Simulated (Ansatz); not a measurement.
**F2HSb (SMILES [F][SbH][F]): a chain of runs**

Aim: a series of 10 runs (HF/STO-3G, UHF/STO-3G, HF/3-21G, UHF/3-21G, PBE/def2-SVP) of F2HSb. 

The results are computed with Ansatz 0.2.0.

### Step 1. The molecule

The species is F2HSb (4 atoms), typed as a singlet with charge 0. As SMILES, `[F][SbH][F]`. Geometry: a rough force-field guess. The run starts from this shape.

Bond lengths: F1–Sb2 2.054 Å, Sb2–F3 2.000 Å, Sb2–H4 1.797 Å. Angles: F1–Sb2–F3 93.6°, F1–Sb2–H4 89.2°, F3–Sb2–H4 91.1°.

### Step 2. A geometry optimisation at HF/STO-3G (run 1)

The input, molecule.yaml:

```yaml
crystal:
  periodic: [false, false, false]
  atoms:
    - {symbol: F, position_ang: [1.194200, -0.714500, 0.999300]}
    - {symbol: Sb, position_ang: [-0.654000, -0.479400, 0.135400]}
    - {symbol: F, position_ang: [-0.624500, 1.511500, 0.318300]}
    - {symbol: H, position_ang: [0.139800, -0.377900, -1.473400]}
basis:
  gaussian:
    orbitals: STO-3G
hamiltonian:
  xc: hf
relax:
  f_tol: 0.002
output: {orbitals: {seedname: orbitals}}
```

Run with:

```sh
$ ansatz run molecule.yaml --threads 1 --pin off --max-ram 2610MiB --events-out events.jsonl --progress --plain --runs-dir runs
```

Standard output:

```text
Warning: RAYON_NUM_THREADS=1 ignored (pool sized by the plan → 1); use --threads N
The last accepted step is kept in runs//last_step.txt (removed where the run ends without a failure and the disk answers)
[... 56 lines left out ...]
Total energy: -175458.56433303 eV, -6447.9833091523 hartree
[... 4 lines left out ...]
Dipole moment:    -0.163640    -0.189494    -0.186746 e Å
```

Wall time 4.2 s (1 thread of Intel Xeon 6975P-C (Granite Rapids), shared host); peak memory 0.1 GiB.

The path in brief:

```
step  energy from the first frame kept (eV)  largest force (eV/Å)
   1                                 0.0000                4.6521
   2                                 0.0191                6.3958
   3                                -0.5378                0.6783
   4                                -0.5718                0.1581
   5                                -0.5729                0.0675
   6                                -0.5734                0.0071
   7                                -0.5734                0.0008
```

After the run. Bond lengths: F1–Sb2 1.911 Å, Sb2–F3 1.911 Å, Sb2–H4 1.650 Å. Angles: F1–Sb2–F3 90.5°, F1–Sb2–H4 93.6°, F3–Sb2–H4 93.6°.

### Step 3. Vibrational wavenumbers at HF/STO-3G (run 2)

The input, input.yaml:

```yaml
crystal:
  periodic: [false, false, false]
  atoms:
    - symbol: F
      position_ang: [1.100081, -0.631573, 0.971491]
    - symbol: Sb
      position_ang: [-0.584153, -0.471027, 0.083337]
    - symbol: F
      position_ang: [-0.558921, 1.422140, 0.341287]
    - symbol: H
      position_ang: [0.098494, -0.379840, -1.416515]
basis:
  gaussian:
    orbitals: STO-3G
hamiltonian:
  xc: hf
phonons:
  temperatures: {t_min: 298.15, t_max: 298.15, t_step: 1}
```

Run with:

```sh
$ ansatz run input.yaml --threads 1 --pin off --max-ram 2610MiB --events-out events.jsonl --progress --plain --runs-dir runs
```

Standard output:

```text
Warning: RAYON_NUM_THREADS=1 ignored (pool sized by the plan → 1); use --threads N
[... 138 lines left out ...]
Total energy: -175458.56434453 eV, -6447.9833095750 hartree
[... 4 lines left out ...]
Dipole moment:    -0.163640    -0.189494    -0.186745 e Å
Vibrations: 245.94 673.52 678.29 834.64 858.05 2402.28 cm⁻¹, zero-point energy 0.352904 eV
```

Run time: 10 s. Hardware: 1 thread of Intel Xeon 6975P-C (Granite Rapids), shared host; peak memory 0.099 GiB.

Runs 3 to 9 aren't shown in full; the table further down has their settings and results.

### Step 4. Vibrational wavenumbers at PBE/def2-SVP (core potential) (run 10)

The input, job.yaml:

```yaml
crystal:
  periodic: [false, false, false]
  atoms:
    - {symbol: F, position_ang: [1.153325, -0.717355, 1.002292]}
    - {symbol: Sb, position_ang: [-0.577371, -0.450106, 0.134442]}
    - {symbol: F, position_ang: [-0.634572, 1.494348, 0.322942]}
    - {symbol: H, position_ang: [0.114118, -0.387187, -1.480076]}
basis:
  gaussian: {orbitals: def2-SVP}
hamiltonian: {xc: {name: PBE}}
phonons: {temperatures: {t_min: 298.15, t_max: 298.15, t_step: 1}}
```

Run with:

```sh
$ ansatz run job.yaml --threads 1 --pin off --max-ram 2610MiB --events-out events.jsonl --progress --plain --runs-dir runs
```

Standard output:

```text
Warning: RAYON_NUM_THREADS=1 ignored (pool sized by the plan → 1); use --threads N
[... 21 lines left out ...]
670 factors; their error is unknown
[... 15 lines left out ...]
670 factors; their error is unknown
[... 14 lines left out ...]
670 factors; their error is unknown
[... 15 lines left out ...]
670 factors; their error is unknown
[... 14 lines left out ...]
670 factors; their error is unknown
[... 15 lines left out ...]
670 factors; their error is unknown
[... 9 lines left out ...]
670 factors; their error is unknown
[... 5 lines left out ...]
670 factors; their error is unknown
[... 4 lines left out ...]
670 factors; their error is unknown
[... 4 lines left out ...]
670 factors; their error is unknown
[... 4 lines left out ...]
670 factors; their error is unknown
[... 4 lines left out ...]
670 factors; their error is unknown
[... 9 lines left out ...]
Dipole moment:    -0.444602    -0.428131    -0.223970 e Å
Vibrations: 189.04 607.09 612.41 623.43 651.44 1808.04 cm⁻¹, zero-point energy 0.278435 eV
```

Run time: 17 s. Hardware: 1 thread of Intel Xeon 6975P-C (Granite Rapids), shared host; peak memory 0.1 GiB.

### Step 5. The series

```
run                          level  walk f tol         task         temperatures  partner   energy (Eh)  dipole moment (D)  wall time
  1                      HF/STO-3G       0.002     optimise                    –     base  -6447.983309               1.50      4.2 s
  2                      HF/STO-3G           –  frequencies  (298.15, 298.15, 1)     base  -6447.983310               1.50       10 s
  3                     UHF/STO-3G           –       energy                    –   cation  -6447.732288                  –      1.6 s
  4                     UHF/STO-3G           –     optimise                    –   cation  -6447.745075                  –      7.5 s
  5                       HF/3-21G       0.002     optimise                    –     base  -6484.533613               3.66      5.1 s
  6                       HF/3-21G           –  frequencies  (298.15, 298.15, 1)     base  -6484.533615               3.66       22 s
  7                      UHF/3-21G           –       energy                    –   cation  -6484.165455                  –      1.4 s
  8                      UHF/3-21G           –     optimise                    –   cation  -6484.179143                  –      9.9 s
  9  PBE/def2-SVP (core potential)       0.002     optimise                    –     base   -440.211530               3.15      7.5 s
 10  PBE/def2-SVP (core potential)           –  frequencies  (298.15, 298.15, 1)     base   -440.211530               3.15       17 s
```

### Step 6. Summary of results

```
                                                                          quantity          value
                                                run 10, PBE/def2-SVP: total energy  -440.21153 Eh
                                               run 10, PBE/def2-SVP: dipole moment         3.15 D
                                    run 10, PBE/def2-SVP: largest force on an atom     0.003 eV/Å
                                  run 10, PBE/def2-SVP: lowest harmonic wavenumber       189 cm⁻¹
                                 run 10, PBE/def2-SVP: highest harmonic wavenumber      1808 cm⁻¹
                                           run 10, PBE/def2-SVP: zero-point energy    26.9 kJ/mol
                     vertical ionisation energy (to the doublet cation), HF/STO-3G       6.831 eV
                      vertical ionisation energy (to the doublet cation), HF/3-21G      10.018 eV
adiabatic ionisation energy (to the doublet cation, no zero-point term), HF/STO-3G       6.483 eV
 adiabatic ionisation energy (to the doublet cation, no zero-point term), HF/3-21G       9.646 eV
```

At HF/STO-3G: the vertical ionisation energy comes to 6.83 eV (158 kcal/mol). At HF/3-21G: the vertical ionisation energy comes to 10.02 eV (967 kJ/mol). At HF/STO-3G: the adiabatic ionisation energy (to the doublet cation, no zero-point term) is 6.48 eV (625 kJ/mol). At HF/3-21G: the adiabatic ionisation energy (to the doublet cation, no zero-point term) is 9.65 eV (931 kJ/mol). Spin contamination: run 3 ⟨S²⟩ = 0.86. All runs together took 86 s, the longest 22 s.
